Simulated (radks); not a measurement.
# Taking charge from the 1s level of V in fractions

An exercise on one series of results from a longer session: the logs are not shown, and one member is left open.

Program: radks (a radial shooting solver on a logarithmic mesh, Libxc functionals) version 1. Level of theory: scalar-relativistic Kohn-Sham, LDA (Slater exchange, Perdew-Wang correlation), spin-polarised, spherical densities, finite nucleus; open shells are filled with parallel spins first. These are calculated values, not measurements, unless marked.

## Starting point

| Property | Result |
| --- | --- |
| element | vanadium (Z = 23) |
| charge | 0 |
| electrons | 23 |
| configuration | 1s(up 1, down 1) 2s2 2p6 3s2 3p6 3d3 4s2 |
| nuclear rms radius | 3.6002 fm |

A shell typed twice in an input gives spin up, then spin down.

Set-up of the first run:

Settings of this run:

```text
Z 23
configuration 1s1 1s1 2s2 2p6 3s2 3p6 3d3 4s2
relativity scalar-relativistic
functional lda,pw
spin polarised
nucleus finite rms 3.6002 fm
c 137.035999084
```

Among the steps run: Start: 1s(up 1, down 1) 2s2 2p6 3s2 3p6 3d3 4s2.

One table of the session follows, with a row left open; its other results are not shown here.

It belongs to the step «Start: 1s(up 1, down 1) 2s2 2p6 3s2 3p6 3d3 4s2». From the orbitals of this run (lengths in bohr):

```
  level     <r>  outermost maximum (interpolated)  90 % within  nodes
  3s up  0.9502                             0.820         1.43      2
3s down  0.9520                             0.820         1.43      2
  3p up   1.017                             0.844         1.57      1
3p down       ?                                 ?            ?      ?
  3d up   1.414                             0.886         2.49      0
  4s up   3.255                              2.68         4.93      3
4s down   3.449                              2.82         5.24      3
3d down   1.542                             0.896         2.81      0
```

Q: Estimate the row for 3p down from the others.

As computed: <r>: 1.021; outermost maximum (interpolated): 0.845; 90 % within: 1.58; nodes: 1. In the column «<r>» it lies between 3p up (1.017) and 3d up (1.414).
